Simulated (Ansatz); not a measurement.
# TiO2: the cost of one run

Method: DFT r2SCAN+U, scalar-relativistic, plane waves, PAW, in Ansatz 0.2.0.

## 1. The system as given

Symmetry: P4_2/mnm, No. 136, tetragonal system. The conventional cell has a = 4.597 Å, b = 4.597 Å, c = 2.993 Å, α = 90.00°, β = 90.00°, γ = 90.00°. Ti (site symmetry mmm) is surrounded by 6 O at 1.96 to 1.98 Å. Around O (site symmetry m2m) lie 3 Ti at 1.96 to 1.98 Å.

As a file:

```
Ti O
1.0
     4.59736    0.00000    0.00000
     0.00000    4.59736    0.00000
     0.00000    0.00000    2.99288
Ti O
2 4
Direct
  0.00000 0.00000 0.00000
  0.50000 0.50000 0.50000
  0.30514 0.30514 0.00000
  0.19486 0.80514 0.50000
  0.69486 0.69486 0.00000
  0.80514 0.19486 0.50000
```

This cell was relaxed beforehand with the same method: volume 10.54 Å³/atom, gap on the mesh 2.70 eV.

## 2. The reference cell

The reference gives a free energy of -7286.2063 eV, pressure 0.01 GPa, largest force 0.003 eV/Å and gap on the mesh 2.70 eV. It was computed beforehand with the settings of the runs below.

## 3. Next: freezing in a mode

Mode 8 of the phonon run on this cell, counted from the lowest, is frozen in: each atom moves by x times its row below, so x is the largest displacement.

```
atom     ux     uy      uz
 Ti1  0.000  0.000   0.668
 Ti2  0.000  0.000   0.668
  O3  0.000  0.000  -1.000
  O4  0.000  0.000  -1.000
  O5  0.000  0.000  -1.000
  O6  0.000  0.000  -1.000
```

## 4. Point x = -0.200 Å

File input.yaml:

```yaml
crystal:
  lattice:
    - [4.5973635523, 0.0, 0.0]
    - [0.0, 4.5973635523, 0.0]
    - [0.0, 0.0, 2.9928841877]
  atoms:
    - { symbol: Ti, position: [0.0, 0.0, -0.0446711063] }
    - { symbol: Ti, position: [0.5, 0.5, 0.4553288937] }
    - { symbol: O, position: [0.3051400959, 0.3051400959, 0.0668251718] }
    - { symbol: O, position: [0.1948599041, 0.8051400959, 0.5668251718] }
    - { symbol: O, position: [0.6948599041, 0.6948599041, 0.0668251718] }
    - { symbol: O, position: [0.8051400959, 0.1948599041, 0.5668251718] }
basis:
  ecutwfc: 500
kpoints:
  mp_grid: { grid: [6, 6, 8] }
hamiltonian:
  xc: r2scan
  hubbard: { sites: [{ species: Ti, l: d, u_eff: 4.0 }] }
scf:
  occupations: { method: gaussian, width: 0.05 }
output:
  forces: true
  stress: true
  eigenvalues: true
  write_density: true
  write_potential: true
  elf: true
  volumetric_format: npy
```

Launch:

```
ansatz run input.yaml --threads 2 --pin off --max-ram 5120MiB --backend cpu --events-out ev --progress --plain --runs-dir out
```

What time and memory should one allow on 2 threads of AMD EPYC 7R43 (Zen 3), shared host?

About 12 s, with a peak of 0.62 GiB.
